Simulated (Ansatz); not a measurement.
# CH5GeNO: the cost of one run

All numbers are computed with the Python package of Ansatz 0.2.0. The levels of theory stand in the script.

### Step 1. Starting point

Bond lengths: C1–O2 1.348 Å, O2–Ge3 1.801 Å, Ge3–N4 1.797 Å, C1–H5 1.117 Å, C1–H6 1.155 Å, C1–H7 1.151 Å, N4–H8 1.077 Å, N4–H9 1.064 Å. Angles: C1–O2–Ge3 106.0°, O2–C1–H5 116.3°, O2–C1–H6 112.5°, O2–C1–H7 109.1°, H5–C1–H6 109.1°, H5–C1–H7 106.1°, H6–C1–H7 102.8°, O2–Ge3–N4 109.5°, Ge3–N4–H8 105.5°, Ge3–N4–H9 113.3°, H8–N4–H9 104.1°.

The script holds or builds the structure itself.

### Step 2. The code

Contents of ch5geno.py:

```python
"""One geometry of CH5GeNO, method by method."""

from pathlib import Path
import warnings

import ansatz as az
from ase import Atoms
import numpy as np


def main() -> None:
    warnings.simplefilter("ignore", az.DeckWarning)

    atoms = Atoms(["C", "O", "Ge", "N", "H", "H", "H", "H", "H"], positions=[
        (0.3332, 0.8796, -1.0464),
        (1.1281, 0.4045, -0.0667),
        (0.6623, -1.3213, 0.157),
        (-0.5632, -1.4481, 1.4646),
        (0.4294, 0.3864, -2.0435),
        (-0.7807, 0.8995, -0.7404),
        (0.5698, 1.9931, -1.2177),
        (-1.4144, -0.8887, 1.1156),
        (-0.276, -0.9513, 2.3604),
    ])
    ch5geno = az.Crystal.molecule_from_ase(atoms)

    base = ch5geno.calculation().basis(gaussian="def2-SVP")

    print("functional    E (Ha)        dipole (D)   HOMO (eV)  LUMO (eV)")
    for name in ["r2scan0", "revpbe", "b3lyp", "r2scan", "pbe0"]:
        rep = base.functional(name).forces().orbitals().run(threads=1, backend="cpu", runs_dir="runs").report
        lines = Path(rep["orbitals_path"]).read_text().splitlines()
        field_of = lambda key: [line.split("=")[1].strip() for line in lines if line.startswith(key)]
        orbitals = [(27.211386 * float(e), s, float(n)) for e, s, n in zip(field_of("Ene="), field_of("Spin="), field_of("Occup="))]
        homo = max(e for e, _, n in orbitals if n > 0.5)
        lumo = min(e for e, _, n in orbitals if n < 0.5)
        dipole = 4.803205 * np.linalg.norm(rep["charge_distribution"]["dipole_moment_e_ang"])
        print(f"{name:10s} {rep['free_energy_ev'] / 27.211386246:14.6f} {dipole:9.3f} {homo:11.3f} {lumo:10.3f}")


if __name__ == "__main__":
    main()
```

### Step 3. Launch

The run is started by

```
python ch5geno.py
```

What time and memory should one allow on 1 thread of Arm Neoverse V1, shared host?

About 30 s, with a peak of 0.29 GiB.
